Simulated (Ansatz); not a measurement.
Write a Python script for Ansatz 0.2.0 through its Python package that makes a single point in a Gaussian basis of C2H8OSi3, SMILES C#C[SiH2][SiH2]O[SiH3]. Settings: PBE, def2-SVP basis, multiplicity 1, D4 dispersion.

Contents of `c2h8osi3.xyz`:
```text
14

C    -3.09300    0.51300    1.67600
C    -2.60080    0.18890    0.62960
Si   -1.84050   -0.31420   -1.00670
Si    0.39010   -0.87700   -0.71370
O     1.26060    0.40710   -0.13100
Si    2.77530    0.74160    0.43890
H    -3.53200    0.80260    2.60340
H    -1.96460    0.80190   -1.98510
H    -2.58380   -1.47750   -1.56570
H     0.51870   -2.01500    0.23500
H     0.98480   -1.30460   -2.00800
H     3.04160   -0.07010    1.65080
H     2.86370    2.18150    0.78050
H     3.77990    0.42160   -0.60380
```

Script `energy_c2h8osi3.py`:
```python
"""Single point of C2H8OSi3."""

from pathlib import Path
import json
import warnings

import ansatz as az


def main() -> None:
    warnings.simplefilter("ignore", az.DeckWarning)

    system = az.Crystal.molecule_from_extxyz("c2h8osi3.xyz")

    calc = (
        system.calculation()
        .basis(gaussian="def2-SVP")  # atom-centred Gaussian functions
        .functional("pbe", dispersion="d4")
        .orbitals()
    )
    print(calc.to_yaml())
    outcome = calc.run(threads=1, pin="off", runs_dir="out")
    summary = outcome.report

    print(f"E = {summary['free_energy_ev']:.6f} eV = {summary['free_energy_ev'] / 27.211386246:.7f} Ha")
    print("converged:", summary["converged"], " doubts:", summary["published_state_doubts"] or "none")

    field = summary["mean_field"]
    print("<S^2> =", round(abs(field["state"]["spin_squared"]), 4), " all-electron relativity setting:", field["relativity"])
    print("passes:", field["passes"])
    if "symmetry" in field:
        print("occupied orbitals by irrep:", field["symmetry"]["occupied"])

    lines = Path(summary["orbitals_path"]).read_text().splitlines()
    field_of = lambda key: [line.split("=")[1].strip() for line in lines if line.startswith(key)]
    orbitals = [(27.211386 * float(e), s, float(n)) for e, s, n in zip(field_of("Ene="), field_of("Spin="), field_of("Occup="))]
    homo = max(e for e, _, n in orbitals if n > 0.5)
    lumo = min(e for e, _, n in orbitals if n < 0.5)
    for e, spin, n in sorted(orbitals):
        if homo - 15 < e < lumo + 5:
            print(f"{spin:6s} {e:10.3f} eV  occupation {n:.0f}")
    with open("c2h8osi3.json", "w") as handle:
        json.dump({k: summary[k] for k in ("free_energy_ev", "reference_energy_ev", "n_occupied", "n_virtual")}, handle, indent=1)


if __name__ == "__main__":
    main()
```

```console
$ python energy_c2h8osi3.py
crystal:
  periodic: [false, false, false]
  atoms:
    - { symbol: C, position_ang: [-3.093, 0.513, 1.676] }
    - { symbol: C, position_ang: [-2.6008, 0.1889, 0.6296] }
    - { symbol: Si, position_ang: [-1.8405, -0.3142, -1.0067] }
    - { symbol: Si, position_ang: [0.3901, -0.877, -0.7137] }
    - { symbol: O, position_ang: [1.2606, 0.4071, -0.131] }
    - { symbol: Si, position_ang: [2.7753, 0.7416, 0.4389] }
    - { symbol: H, position_ang: [-3.532, 0.8026, 2.6034] }
    - { symbol: H, position_ang: [-1.9646, 0.8019, -1.9851] }
    - { symbol: H, position_ang: [-2.5838, -1.4775, -1.5657] }
    - { symbol: H, position_ang: [0.5187, -2.015, 0.235] }
    - { symbol: H, position_ang: [0.9848, -1.3046, -2.008] }
    - { symbol: H, position_ang: [3.0416, -0.0701, 1.6508] }
    - { symbol: H, position_ang: [2.8637, 2.1815, 0.7805] }
    - { symbol: H, position_ang: [3.7799, 0.4216, -0.6038] }
basis:
  gaussian:
    orbitals: def2-SVP
hamiltonian:
  xc: pbe
  dispersion: d4
output:
  orbitals: {}

E = -27855.994839 eV = -1023.6889289 Ha
converged: True  doubts: none
<S^2> = 0.0  all-electron relativity setting: none
passes: {'evaluations': 17, 'products': 11}
occupied orbitals by irrep: [{'A': 35}, {'A': 35}]
Alpha     -18.208 eV  occupation 2
Alpha     -14.803 eV  occupation 2
Alpha     -13.969 eV  occupation 2
Alpha     -12.891 eV  occupation 2
Alpha     -12.170 eV  occupation 2
Alpha     -10.523 eV  occupation 2
Alpha      -9.955 eV  occupation 2
Alpha      -9.686 eV  occupation 2
Alpha      -9.519 eV  occupation 2
Alpha      -8.814 eV  occupation 2
Alpha      -8.373 eV  occupation 2
Alpha      -8.065 eV  occupation 2
Alpha      -7.377 eV  occupation 2
Alpha      -7.151 eV  occupation 2
Alpha      -6.979 eV  occupation 2
Alpha      -6.587 eV  occupation 2
Alpha      -1.306 eV  occupation 0
Alpha      -0.902 eV  occupation 0
Alpha      -0.523 eV  occupation 0
Alpha      -0.081 eV  occupation 0
Alpha       0.572 eV  occupation 0
Alpha       0.902 eV  occupation 0
Alpha       1.295 eV  occupation 0
Alpha       1.516 eV  occupation 0
Alpha       1.776 eV  occupation 0
Alpha       1.828 eV  occupation 0
Alpha       2.017 eV  occupation 0
Alpha       2.260 eV  occupation 0
Alpha       2.596 eV  occupation 0
Alpha       3.024 eV  occupation 0
```

`c2h8osi3.json`, as written:
```json
{
 "free_energy_ev": -27855.994839245242,
 "reference_energy_ev": -27855.64662974285,
 "n_occupied": [
  35,
  35
 ],
 "n_virtual": [
  101,
  101
 ]
}
```

These settings explore the input space; basis and method may be short of convergence. The geometry is a force-field or estimated start, not a minimum of this method, and the basis set is short of its limit. Alpha marks a spatial orbital of a restricted run, filled by both spins. Levels such as HOMO and LUMO are orbital energies: with these approximate functionals they aren't the ionisation energy and electron affinity, and their gap isn't the fundamental gap. It ran for 2.7 s on 1 thread of Intel(R) Xeon(R) 6975P-C (Granite Rapids), on a shared host, peak memory 0.25 GiB.

(A comment or docstring line of the script was reworded after the run, the code is as it ran; lines on the test bed's own set-up are left out of the output.)
